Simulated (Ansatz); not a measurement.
**KHS: a rigid scan of the bond length S1–H3**

An exercise on one series of results from a longer session: the logs are not shown, and one member is left open.

The runs use Ansatz 0.2.0, Gaussian basis; single points in def2-TZVPP.

Levels: PBE-D4, r2SCAN-D4, PBE0-D4, B3LYP-D4, wB97M-V, Hartree-Fock, MP2, CCSD, CCSD(T). The scan takes 1.183, 1.230, 1.298, 1.378, 1.467, 1.562, 1.664, 1.771, 1.882 Å.

Cores are frozen in the correlated methods. The outer core shell of Li, Na, Mg and K is correlated. B3LYP uses VWN-RPA correlation.

27 further runs of the same task are left out: 27 set aside as unsound or not needed.

### Starting geometry

SMILES `[SH][K]`, 3 atoms, charge 0, spin multiplicity 1.

Atoms are counted from 1 here; the program's logs count them from 0.

Bond lengths: S1–K2 2.781 Å, S1–H3 1.480 Å. Angles: K2–S1–H3 93.5°.

Coordinates:

```mol
HKS
  3D, bonds by distance, orders not assigned

  3  2  0  0  0  0  0  0  0  0999 V2000
   -0.5937   -0.7501   -0.4147 S   0  0
    1.6980    0.0558    0.9381 K   0  0
   -1.1153    0.6295   -0.5367 H   0  0
  1  2  8  0
  1  3  8  0
M  END
```

Set-up of the first run:

pre/in.yaml reads:

```yaml
crystal:
  periodic: [false, false, false]
  atoms:
    - {symbol: S, position_ang: [-0.593700, -0.750100, -0.414700]}
    - {symbol: K, position_ang: [1.698000, 0.055800, 0.938100]}
    - {symbol: H, position_ang: [-1.115300, 0.629500, -0.536700]}
basis:
  gaussian: {orbitals: def2-SVP}
hamiltonian: {xc: pbe, dispersion: d4}
relax: {f_tol: 0.03, max_steps: 250}
```

No record of the launch command was kept for these runs.

Steps of the session up to this table: A first relaxation in a small basis; Finding the minimum; Reference energies at the minimum; S1–H3 = 1.183 Å; S1–H3 = 1.230 Å; S1–H3 = 1.298 Å; S1–H3 = 1.378 Å; S1–H3 = 1.467 Å; S1–H3 = 1.562 Å; S1–H3 = 1.664 Å; S1–H3 = 1.771 Å; S1–H3 = 1.882 Å.

One of the session's tables, all rows but one given; the rest of the session is left out.

It belongs to the step «The curves». Energies less that of the minimum at the same level (eV):

```
bond length (Å)  PBE-D4  PBE0-D4  B3LYP-D4  wB97M-V  Hartree-Fock
          1.183   0.491    0.453     0.449    0.437         0.410
          1.230   0.236    0.208     0.207    0.198         0.176
          1.298   0.042    0.030     0.031    0.027         0.016
1.344 (minimum)   0.000    0.000     0.000    0.000         0.000
          1.378   0.005    0.014     0.013    0.016         0.025
          1.467   0.126    0.160     0.151    0.165         0.201
          1.562   0.370    0.433     0.412    0.440         0.508
          1.664   0.704    0.799     0.761    0.807         0.913
          1.771       ?        ?         ?        ?             ?
          1.882   1.491    1.659     1.569    1.679         1.863
```

Estimate the missing values for bond length (Å) = 1.771.

Worked estimate for «PBE-D4». A straight line through the neighbours (1.664, 0.704) and (1.882, 1.491) gives 0.704 + (1.491 − 0.704) × (1.771 − 1.664) / (1.882 − 1.664) = 1.090; a parabola fitted to 3 rows on both sides gives 1.078.

The run gave: PBE-D4: 1.087; PBE0-D4: 1.218; B3LYP-D4: 1.155; wB97M-V: 1.231; Hartree-Fock: 1.375. In «PBE-D4» the line misses by +0.003 and the parabola by -0.009.

Limits of these values: A polynomial through the near points puts the CCSD(T) minimum 0.002 Å below the PBE0-D4 value.
